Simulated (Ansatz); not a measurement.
# C2H6AlFSi2: basis-set convergence

The task here is to estimate one member of a computed series from the others.

Method: one geometry, several basis sets; program: Ansatz 0.2.0, Gaussian basis.

Levels to be run: PBE0-D4/def2-SVP; ωB97M-V/def2-SVP; PBE0-D4/def2-QZVPP; ωB97M-V/def2-QZVPP; the functionals' def2-TZVPP values are taken from earlier runs.

**The geometry**

All runs share one geometry, relaxed beforehand with PBE0-D4 in a triple-zeta def2 set.

SMILES `C=[C]1[AlH][SiH2][SiH]1F`, 12 atoms, charge 0, spin multiplicity 1.

Atoms are counted from 1 here; the program's logs count them from 0.

Bond lengths: C1–C2 1.338 Å, C1–H7 1.090 Å, C1–H8 1.091 Å, C2–Al3 1.963 Å, C2–Si5 1.865 Å, Al3–Si4 2.451 Å, Al3–H9 1.586 Å, Si4–Si5 2.352 Å, Si4–H10 1.492 Å, Si4–H11 1.487 Å, Si5–F6 1.607 Å, Si5–H12 1.492 Å. Angles: C2–C1–H7 122.5°, C2–C1–H8 122.8°, H7–C1–H8 114.7°, C1–C2–Al3 129.7°, C1–C2–Si5 128.5°, Al3–C2–Si5 99.3°, C2–Al3–Si4 88.1°, C2–Al3–H9 129.7°, Si4–Al3–H9 142.1°, Al3–Si4–Si5 74.8°, Al3–Si4–H10 111.7°, Al3–Si4–H11 126.3°, Si5–Si4–H10 111.9°, Si5–Si4–H11 118.1°, H10–Si4–H11 109.8°, C2–Si5–Si4 93.5°, C2–Si5–F6 115.0°, C2–Si5–H12 109.2° and more.

The first run:

in.yaml reads:

```yaml
crystal:
  periodic: [false, false, false]
  atoms:
    - {symbol: C, position_ang: [-1.608487, -0.791248, -1.326087]}
    - {symbol: C, position_ang: [-0.461800, -0.501606, -0.699371]}
    - {symbol: Al, position_ang: [0.494272, -1.503728, 0.692181]}
    - {symbol: Si, position_ang: [1.199428, 0.644242, 1.639298]}
    - {symbol: Si, position_ang: [0.365142, 1.157746, -0.499062]}
    - {symbol: F, position_ang: [-0.593047, 2.426745, -0.733272]}
    - {symbol: H, position_ang: [-2.035250, -1.794102, -1.332326]}
    - {symbol: H, position_ang: [-2.193891, -0.043183, -1.862241]}
    - {symbol: H, position_ang: [0.556974, -3.066624, 0.952450]}
    - {symbol: H, position_ang: [0.277988, 1.098072, 2.720919]}
    - {symbol: H, position_ang: [2.593234, 1.048081, 1.962116]}
    - {symbol: H, position_ang: [1.482637, 1.270604, -1.480703]}
basis:
  gaussian: {orbitals: def2-SVP}
hamiltonian: {xc: pbe0, dispersion: d4}
output: {orbitals: {seedname: orbitals}}
```

Launch:

```
ansatz run in.yaml --threads 4 --pin off --events-out ev --progress --plain --max-ram 10444MiB
```

Among the steps run: PBE0-D4 in def2-SVP; ωB97M-V in def2-SVP; PBE0-D4 in def2-QZVPP; ωB97M-V in def2-QZVPP.

One of the session's tables, all rows but one given; the rest of the session is left out.

It belongs to the step «Functionals by basis». 

| functional | basis | HOMO (eV) | LUMO (eV) |
| --- | --- | --- | --- |
| PBE0-D4 | def2-SVP | -6.79 | -2.49 |
| PBE0-D4 | def2-TZVPP | -6.77 | -2.54 |
| PBE0-D4 | def2-QZVPP | -6.78 | -2.55 |
| ωB97M-V | def2-SVP | -8.68 | -0.68 |
| ωB97M-V | def2-TZVPP | -8.69 | -0.77 |
| ωB97M-V | def2-QZVPP | ? | ? |

Q: Estimate the row for ωB97M-V, def2-QZVPP from the others.

The run gave: HOMO (eV): -8.70; LUMO (eV): -0.82. In the column «HOMO (eV)» it is the lowest.
